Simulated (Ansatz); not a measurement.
# GeH₆OSi: vertical ionisation energy

How much energy removes an electron from GeH₆OSi at fixed geometry? The cation is run at each level and the neutral's energy taken from earlier runs.

Method: unrestricted cation, the program's frozen cores in correlated methods; program: Ansatz 0.2.0, Gaussian basis.

The runs, in order: UKS PBE-D4/def2-TZVPP; UKS r2SCAN-D4/def2-TZVPP; UKS PBE0-D4/def2-TZVPP; UKS B3LYP-D4/def2-TZVPP; UKS wB97X-V/def2-TZVPP; UKS wB97M-V/def2-TZVPP; UKS B2PLYP/def2-TZVPP; UHF-CCSD(T)/def2-TZVPP; UHF-MP2/def2-QZVPP; extrapolation to the limit; then −ε(HOMO) from the neutral's earlier runs with LDA (SPW92), PBE-D4, revPBE-D4, BLYP-D4, r2SCAN-D4, B97M-V, PBE0-D4, B3LYP-D4, r2SCANh-D4, r2SCAN0-D4, HSE06-D4, BHLYP-D4, CAM-B3LYP-D4, LC-ωPBE, ωB97X-V, ωB97M-V.

## Step 1: The relaxed structure

All runs share one geometry, relaxed beforehand with PBE0-D4 in a triple-zeta def2 set.

SMILES `O[SiH2][GeH3]`, 9 atoms, charge 0, spin multiplicity 1.

Atoms are counted from 1 here; the program's logs count them from 0.

Bond lengths: O1–Si2 1.653 Å, O1–H4 0.958 Å, Si2–Ge3 2.375 Å, Si2–H5 1.492 Å, Si2–H6 1.492 Å, Ge3–H7 1.539 Å, Ge3–H8 1.537 Å, Ge3–H9 1.537 Å. Angles: Si2–O1–H4 117.7°, O1–Si2–Ge3 106.7°, O1–Si2–H5 111.3°, O1–Si2–H6 111.2°, Ge3–Si2–H5 110.4°, Ge3–Si2–H6 110.4°, H5–Si2–H6 106.9°, Si2–Ge3–H7 109.5°, Si2–Ge3–H8 111.1°, Si2–Ge3–H9 111.1°, H7–Ge3–H8 108.2°, H7–Ge3–H9 108.2°, H8–Ge3–H9 108.6°.

## Step 2: Cation, UKS PBE-D4/def2-TZVPP

in.yaml

```yaml
crystal:
  periodic: [false, false, false]
  atoms:
    - {symbol: O, position_ang: [-1.699195, 0.432939, -0.836208]}
    - {symbol: Si, position_ang: [-0.084645, 0.700034, -0.605983]}
    - {symbol: Ge, position_ang: [0.663691, -0.937104, 0.942935]}
    - {symbol: H, position_ang: [-2.164816, 1.013974, -1.439556]}
    - {symbol: H, position_ang: [0.670232, 0.586896, -1.887612]}
    - {symbol: H, position_ang: [0.165986, 2.071283, -0.074877]}
    - {symbol: H, position_ang: [2.168243, -0.746472, 1.206140]}
    - {symbol: H, position_ang: [0.447594, -2.356927, 0.395026]}
    - {symbol: H, position_ang: [-0.078590, -0.810823, 2.283036]}
basis:
  gaussian: {orbitals: def2-TZVPP}
total_charge: 1
magnetization: {spin_polarized: true, initial_magnetization: 1}
hamiltonian: {xc: pbe, dispersion: d4}
```

Launch:

```sh
$ ansatz run in.yaml --threads 2 --pin off --events-out ev --progress --plain --max-ram 32768MiB --backend cpu
```

The program printed:

```text
Functional definition: PBE
  name "PBE"
  cite "Perdew, Burke & Ernzerhof, Phys. Rev. Lett. 77, 3865 (1996) doi:10.1103/PhysRevLett.77.3865"
  parent pbe
  parameter kappa = 0.804
  parameter beta = 0.06672455060314922
  exchange = pbe_x(kappa = kappa, mu = beta*pi^2/3)
  correlation = pbe_c(beta = beta)
1151 factors; their error is unknown
mean field evaluation 1: about -66503.3415 eV, gradient 6.8e1 eV
mean field evaluation 2: about -66329.4616 eV, gradient 1.5e2 eV
mean field evaluation 4: about -66514.4841 eV, gradient 1.9e1 eV
mean field evaluation 8: about -66517.8083 eV, gradient 1.2e0 eV
mean field evaluation 16: about -66517.7888 eV, gradient 5.5e-3 eV
mean field evaluation 32: about -66515.6045 eV, gradient 1.7e1 eV
mean field -66517.78876361 eV, -2444.4836496860 hartree, gradient 7.5e-6 eV, S^2 0.752058; 6 other end points of the search recorded, 0 dependent functions left out
reference -66517.78880739 eV, -2444.4836512949 hartree; 30, 29 occupied and 175, 176 virtual orbitals, 1151 factors
Total energy: -66517.92183030 eV, -2444.4885397968 hartree
```

Wall time 27 s (2 threads, shared host); peak memory 0.57 GiB.

The neutral molecule at this level: -66527.8435 eV. Difference: 9.922 eV. ⟨S²⟩ = 0.752.

## Step 3: Cation, UKS r2SCAN-D4/def2-TZVPP

in.yaml: that of step 2 with these lines changed.

```diff
@@ -16,2 +16,2 @@
 magnetization: {spin_polarized: true, initial_magnetization: 1}
-hamiltonian: {xc: pbe, dispersion: d4}
+hamiltonian: {xc: r2scan, dispersion: d4}
```

Same command.

The program printed (excerpt; [...] marks lines left out):

```text
Functional definition: r2SCAN
  name "r2SCAN"
  cite "Furness, Kaplan, Ning, Perdew & Sun, J. Phys. Chem. Lett. 11, 8208 (2020) doi:10.1021/acs.jpclett.0c02405"
  cite "Furness, Kaplan, Ning, Perdew & Sun, J. Phys. Chem. Lett. 11, 9248 (2020) doi:10.1021/acs.jpclett.0c03077"
  parent r2scan
[...]
1151 factors; their error is unknown
[...]
mean field -66530.82506892 eV, -2444.9627250699 hartree, gradient 1.9e-5 eV, S^2 0.754944; 5 other end points of the search recorded, 0 dependent functions left out
reference -66530.82508337 eV, -2444.9627256008 hartree; 30, 29 occupied and 175, 176 virtual orbitals, 1151 factors
Total energy: -66530.85569438 eV, -2444.9638505348 hartree
```

Run time: 32 s. Hardware: 2 threads, shared host; peak memory 0.58 GiB.

The neutral molecule at this level: -66540.9117 eV. Difference: 10.056 eV. ⟨S²⟩ = 0.755.

## Step 4: Cation, UKS PBE0-D4/def2-TZVPP

in.yaml: that of step 3 with these lines changed.

```diff
@@ -16,2 +16,2 @@
 magnetization: {spin_polarized: true, initial_magnetization: 1}
-hamiltonian: {xc: r2scan, dispersion: d4}
+hamiltonian: {xc: pbe0, dispersion: d4}
```

Launched as before.

The program printed:

```text
Functional definition: PBE0
  name "PBE0"
  cite "Adamo & Barone, J. Chem. Phys. 110, 6158 (1999) doi:10.1063/1.478522"
  cite "Perdew, Burke & Ernzerhof, Phys. Rev. Lett. 77, 3865 (1996) doi:10.1103/PhysRevLett.77.3865"
  parent pbe
  parameter a = 0.25
  parameter kappa = 0.804
  parameter beta = 0.06672455060314922
  exchange = (1 - a)*pbe_x(kappa = kappa, mu = beta*pi^2/3) + a*exact_x
  correlation = pbe_c(beta = beta)
1197 factors; their error is unknown
mean field evaluation 1: about -66509.1247 eV, gradient 5.8e1 eV
mean field evaluation 2: about -66449.9858 eV, gradient 1.2e2 eV
mean field evaluation 4: about -66519.6195 eV, gradient 3.9e0 eV
mean field evaluation 8: about -66519.7016 eV, gradient 2.0e-1 eV
mean field evaluation 16: about -66519.9933 eV, gradient 8.7e-4 eV
mean field evaluation 32: about -66519.8234 eV, gradient 1.7e0 eV
mean field -66519.99333246 eV, -2444.5646660969 hartree, gradient 3.4e-5 eV, S^2 0.753912; 4 other end points of the search recorded, 0 dependent functions left out
reference -66519.99336494 eV, -2444.5646672908 hartree; 30, 29 occupied and 175, 176 virtual orbitals, 1197 factors
Total energy: -66520.10602718 eV, -2444.5688075515 hartree
```

Run time: 25 s. Hardware: 2 threads, shared host; peak memory 0.68 GiB.

The neutral molecule at this level: -66530.2610 eV. Difference: 10.155 eV. ⟨S²⟩ = 0.754.

## Step 5: Cation, UKS B3LYP-D4/def2-TZVPP

in.yaml: that of step 4 with these lines changed.

```diff
@@ -16,2 +16,2 @@
 magnetization: {spin_polarized: true, initial_magnetization: 1}
-hamiltonian: {xc: pbe0, dispersion: d4}
+hamiltonian: {xc: {name: B3LYP}, dispersion: d4}
```

Launched as before.

The program printed (excerpt; [...] marks lines left out):

```text
Functional definition: B3LYP
  name "B3LYP"
  cite "Stephens, Devlin, Chabalowski & Frisch, J. Phys. Chem. 98, 11623 (1994) doi:10.1021/j100096a001"
  cite "Becke, Phys. Rev. A 38, 3098 (1988) doi:10.1103/PhysRevA.38.3098"
  cite "Lee, Yang & Parr, Phys. Rev. B 37, 785 (1988) doi:10.1103/PhysRevB.37.785"
  cite "Vosko, Wilk & Nusair, Can. J. Phys. 58, 1200 (1980) doi:10.1139/p80-159"
[...]
1185 factors; their error is unknown
[...]
mean field -66534.81536890 eV, -2445.1093658896 hartree, gradient 2.1e-5 eV, S^2 0.753095; 5 other end points of the search recorded, 0 dependent functions left out
reference -66534.81564567 eV, -2445.1093760606 hartree; 30, 29 occupied and 175, 176 virtual orbitals, 1185 factors
Total energy: -66535.03274441 eV, -2445.1173542922 hartree
```

Wall time 31 s (2 threads, shared host); peak memory 0.71 GiB.

Less the neutral's -66545.2327 eV (earlier run), this gives 10.200 eV. ⟨S²⟩ = 0.753.

## Step 6: Cation, UKS wB97X-V/def2-TZVPP

in.yaml: that of step 5 with these lines changed.

```diff
@@ -16,2 +16,2 @@
 magnetization: {spin_polarized: true, initial_magnetization: 1}
-hamiltonian: {xc: {name: B3LYP}, dispersion: d4}
+hamiltonian: {xc: {name: wB97X-V}}
```

Launched as before.

The program printed (excerpt; [...] marks lines left out):

```text
Functional definition: wB97X-V
  name "wB97X-V"
  cite "Mardirossian & Head-Gordon, Phys. Chem. Chem. Phys. 16, 9904 (2014) doi:10.1039/C3CP54374A"
  cite "Becke, J. Chem. Phys. 107, 8554 (1997) doi:10.1063/1.475007"
  cite "Vydrov & Van Voorhis, J. Chem. Phys. 133, 244103 (2010) doi:10.1063/1.3521275"
[...]
      + integral(e_c_pw_opposite_spin*poly(b97_u_opposite, cos0, cos1)) + vv10(b, c)
1185 factors; their error is unknown
265 factors; integrals over basis functions are off by at most 1.0e-5 eV
[...]
mean field -66525.51982692 eV, -2444.7677610225 hartree, gradient 3.8e-5 eV, S^2 0.754384; 2 other end points of the search recorded, 0 dependent functions left out
reference -66525.51982497 eV, -2444.7677609506 hartree; 30, 29 occupied and 175, 176 virtual orbitals, 1185 factors
Total energy: -66525.51982497 eV, -2444.7677609506 hartree
```

It took 45 s on 2 threads, shared host; peak memory 0.89 GiB.

Less the neutral's -66535.8038 eV (earlier run), this gives 10.284 eV. ⟨S²⟩ = 0.754.

## Step 7: Cation, UKS wB97M-V/def2-TZVPP

in.yaml: that of step 6 with these lines changed.

```diff
@@ -16,2 +16,2 @@
 magnetization: {spin_polarized: true, initial_magnetization: 1}
-hamiltonian: {xc: {name: wB97X-V}}
+hamiltonian: {xc: {name: wB97M-V}}
```

Same command.

The program printed (excerpt; [...] marks lines left out):

```text
Functional definition: wB97M-V
  name "wB97M-V"
  cite "Mardirossian & Head-Gordon, J. Chem. Phys. 144, 214110 (2016) doi:10.1063/1.4952647"
  cite "Becke, J. Chem. Phys. 107, 8554 (1997) doi:10.1063/1.475007"
  cite "Vydrov & Van Voorhis, J. Chem. Phys. 133, 244103 (2010) doi:10.1063/1.3521275"
  # Of w^i u^j: cxij and so on, Table III.
[...]
  gx(w, u) = 1 - cx + cx01*u + cx10*w
  gss(w, u) = css00 + css04*u^4 + css10*w + css20*w^2 + css43*w^4*u^3
  gos(w, u) = cos00 + cos10*w + (cos20 + cos21*u)*w^2 + (cos60 + cos61*u)*w^6
[...]
      + integral(e_c_pw_mod_opposite_spin*gos(b97_w_opposite, b97_u_opposite)) + vv10(b, c)
1182 factors; their error is unknown
265 factors; integrals over basis functions are off by at most 1.0e-5 eV
[...]
mean field -66527.78315263 eV, -2444.8509367081 hartree, gradient 2.6e-5 eV, S^2 0.752416; 6 other end points of the search recorded, 0 dependent functions left out
reference -66527.78320248 eV, -2444.8509385400 hartree; 30, 29 occupied and 175, 176 virtual orbitals, 1182 factors
Total energy: -66527.78320248 eV, -2444.8509385400 hartree
```

Wall time 59 s (2 threads, shared host); peak memory 0.97 GiB.

The neutral molecule at this level: -66538.0443 eV. Difference: 10.261 eV. ⟨S²⟩ = 0.752.

## Step 8: Cation, UKS B2PLYP (frozen core)/def2-TZVPP

in.yaml: that of step 7 with these lines changed.

```diff
@@ -16,2 +16,2 @@
 magnetization: {spin_polarized: true, initial_magnetization: 1}
-hamiltonian: {xc: {name: wB97M-V}}
+hamiltonian: {xc: {name: B2PLYP}}
```

Same command.

The program printed (excerpt; [...] marks lines left out):

```text
Functional definition: B2PLYP
  name "B2PLYP"
  cite "Grimme, J. Chem. Phys. 124, 034108 (2006) doi:10.1063/1.2148954"
  cite "Becke, Phys. Rev. A 38, 3098 (1988) doi:10.1103/PhysRevA.38.3098"
  cite "Lee, Yang & Parr, Phys. Rev. B 37, 785 (1988) doi:10.1103/PhysRevB.37.785"
[...]
1217 factors; integrals over basis functions are off by at most 1.0e-3 eV
[...]
mean field -66512.45851148 eV, -2444.2877665333 hartree, gradient 4.7e-6 eV, S^2 0.756387; 3 other end points of the search recorded, 0 dependent functions left out
15 core orbitals not correlated: weight in the atoms' cores, before any rotation towards them, 1.000 or more for the frozen orbitals, at most 0.000 for the correlated occupied ones
reference -66512.45868644 eV, -2444.2877729629 hartree; 15, 14 occupied and 175, 176 virtual orbitals, 1217 factors
second order -20.20093943 eV of doubles, -0.00000000 eV of singles
Total energy: -66517.91294009 eV, -2444.4882130874 hartree
```

Wall time 42 s (2 threads, shared host); peak memory 0.7 GiB.

Less the neutral's -66528.1218 eV (earlier run), this gives 10.209 eV. ⟨S²⟩ = 0.756.

## Step 9: Cation, UHF-CCSD(T)/def2-TZVPP

in.yaml: that of step 8 with these lines changed.

```diff
@@ -16,2 +16,3 @@
 magnetization: {spin_polarized: true, initial_magnetization: 1}
-hamiltonian: {xc: {name: B2PLYP}}
+correlation: {method: ccsd_t}
+scf: {omitted_lower_state_checks: [cluster_reference]}
```

Launch:

```sh
$ ansatz run in.yaml --threads 2 --pin off --events-out ev --progress --plain --max-ram 32768MiB --backend cuda --devices 0, --max-vram 18GiB
```

The program printed (excerpt; [...] marks lines left out):

```text
Functional definition: HF
  name "HF"
  cite "Fock, Z. Phys. 61, 126 (1930) doi:10.1007/BF01340294"
  parent pbe
[...]
1217 factors; integrals over basis functions are off by at most 1.0e-3 eV
[...]
mean field -66460.78829077 eV, -2442.3889209454 hartree, gradient 7.9e-6 eV, S^2 0.760376; 3 other end points of the search recorded, 0 dependent functions left out
15 core orbitals not correlated: weight in the atoms' cores, before any rotation towards them, 1.000 or more for the frozen orbitals, at most 0.000 for the correlated occupied ones
reference -66460.78829077 eV, -2442.3889209454 hartree; 15, 14 occupied and 175, 176 virtual orbitals, 1217 factors
second order -16.50033113 eV of doubles, -0.00000000 eV of singles
cycle   1  -16.78072359 eV  change   -2.8e-1 eV  update   1.1e-1
[...]
cycle  14  -17.47001529 eV  change   -2.2e-5 eV  update   2.2e-5
perturbative correction -0.59692492 eV, -0.0219365861 hartree
Total energy: -66478.85523098 eV, -2443.0528687520 hartree
Checks for a lower state left out: cluster_reference
```

Run time: 88 s. Hardware: 1 × H100 (card shared with other runs) with 2 threads, shared host; peak host memory 0.81 GiB.

The neutral molecule at this level: -66489.1874 eV. Difference: 10.332 eV. ⟨S²⟩ = 0.760. T1 = 0.017 (report).

## Step 10: Cation, UHF-MP2/def2-QZVPP

in.yaml: that of step 9 with these lines changed.

```diff
@@ -13,6 +13,6 @@
 basis:
-  gaussian: {orbitals: def2-TZVPP}
+  gaussian: {orbitals: "def2-QZVPP.json"}
 total_charge: 1
 magnetization: {spin_polarized: true, initial_magnetization: 1}
-correlation: {method: ccsd_t}
+correlation: {method: mp2}
 scf: {omitted_lower_state_checks: [cluster_reference]}
```

The command is unchanged.

The program printed (excerpt; [...] marks lines left out):

```text
Functional definition: HF
  name "HF"
  cite "Fock, Z. Phys. 61, 126 (1930) doi:10.1007/BF01340294"
  parent pbe
[...]
2427 factors; integrals over basis functions are off by at most 8.6e-4 eV
[...]
mean field -66462.31661665 eV, -2442.4450858857 hartree, gradient 2.1e-6 eV, S^2 0.760436; 3 other end points of the search recorded, 0 dependent functions left out
15 core orbitals not correlated: weight in the atoms' cores, before any rotation towards them, 1.000 or more for the frozen orbitals, at most 0.000 for the correlated occupied ones
reference -66462.31661665 eV, -2442.4450858857 hartree; 15, 14 occupied and 366, 367 virtual orbitals, 2427 factors
second order -24.40880315 eV of doubles, -0.00000000 eV of singles
Total energy: -66486.72541980 eV, -2443.3420928564 hartree
Checks for a lower state left out: cluster_reference
```

Wall time 1.9 min (1 × H100 (card shared with other runs) with 2 threads, shared host); peak host memory 0.93 GiB.

## Step 11: The basis-set limit

This step is arithmetic on the last runs, with X = 3 and 4: exp(−7.88√X) for Hartree-Fock, X^−2.97 for correlation; only MP2 was run in the larger set, so CCSD(T) minus MP2 is added from the smaller one.

| level | energy at the limit (eV) |
| --- | --- |
| HF | -66462.5271 |
| MP2 | -66492.7941 |
| CCSD | -66493.7637 |
| CCSD(T) | -66494.3607 |

This is no true limit for total energies: MP2 correlation changes by a factor of 1.48 from triple to quadruple zeta (about 1.07 in light molecules), because outer-core shells are correlated in sets not made for them. Much of that cancels between molecule and atoms or ions.

The neutral's limit, from its own earlier runs, is -66504.8136 eV in the additive form (MP2 limit plus CCSD(T) minus MP2 in triple zeta), in which the cation has -66494.3607 eV.

## Step 12: Ionisation energies side by side

Differences are taken before rounding.

| method | ionisation energy (eV) | from CCSD(T)/CBS (eV) | time |
| --- | --- | --- | --- |
| PBE-D4 | 9.92 | -0.53 | 33 s |
| r2SCAN-D4 | 10.06 | -0.40 | 38 s |
| PBE0-D4 | 10.16 | -0.30 | 29 s |
| B3LYP-D4 | 10.20 | -0.25 | 41 s |
| ωB97X-V | 10.28 | -0.17 | 77 s |
| ωB97M-V | 10.26 | -0.19 | 2.5 min |
| B2PLYP | 10.21 | -0.24 | 82 s |
| HF/def2-TZVPP | 9.60 | -0.86 |  |
| MP2/def2-TZVPP | 10.36 | -0.10 |  |
| CCSD/def2-TZVPP | 10.32 | -0.13 |  |
| CCSD(T)/def2-TZVPP | 10.33 | -0.12 | 2.1 min (GPU) |
| CCSD(T)/CBS | 10.45 | 0 | 4.8 min (GPU) |

Some runs used a GPU and others CPU threads alone; cost is compared among the CPU runs only.

Among the levels timed on like hardware, those that no quicker one beats, quickest first: PBE0-D4 (29 s, -0.30 eV); B3LYP-D4 (41 s, -0.25 eV); ωB97X-V (77 s, -0.17 eV).

Times add the cation's run and the neutral's; HF, MP2 and CCSD come out of the CCSD(T) runs.

For comparison, −ε(HOMO) of the neutral from earlier runs:

| functional | −ε(HOMO) (eV) | by energy difference (eV) |
| --- | --- | --- |
| LDA (SPW92) | 7.01 |  |
| PBE-D4 | 6.93 | 9.92 |
| revPBE-D4 | 6.89 |  |
| BLYP-D4 | 6.81 |  |
| r2SCAN-D4 | 7.21 | 10.06 |
| B97M-V | 7.33 |  |
| PBE0-D4 | 8.08 | 10.16 |
| B3LYP-D4 | 7.88 | 10.20 |
| r2SCANh-D4 | 7.63 |  |
| r2SCAN0-D4 | 8.25 |  |
| HSE06-D4 | 7.68 |  |
| BHLYP-D4 | 9.12 |  |
| CAM-B3LYP-D4 | 9.36 |  |
| LC-ωPBE | 10.66 |  |
| ωB97X-V | 10.35 | 10.28 |
| ωB97M-V | 10.13 | 10.26 |

## Step 13: Outcome

| quantity | value |
| --- | --- |
| ionisation energy, CCSD(T)/CBS | 10.45 eV |
| nearest functional by difference | ωB97X-V (-0.17 eV) |
| nearest −ε(HOMO) | ωB97X-V (-0.11 eV) |
| −ε(HOMO) of PBE | 6.93 eV |
| T1 of the cation | 0.017 |

In words: Energy differences with functionals land within 0.53 eV of the reference. The PBE orbital energy is 3.5 eV too small: a semilocal HOMO is no ionisation energy. Among orbital estimates ωB97X-V comes nearest. Hartree-Fock falls 0.86 eV short, as the neutral has more correlation energy than the cation. The cation may have settled in a state other than its lowest; no search over hole states beyond the program's own was made. Correlated methods include outer-core shells of Ge, which these sets cover unevenly. With outer-core shells in play the reference is unsure by up to some tenths of an eV, so close misses can't be ranked.

For cost: ωB97X-V gets within 0.17 eV in 77 s; the quickest level in the cost chart, PBE0-D4, takes 29 s and misses by 0.30 eV.
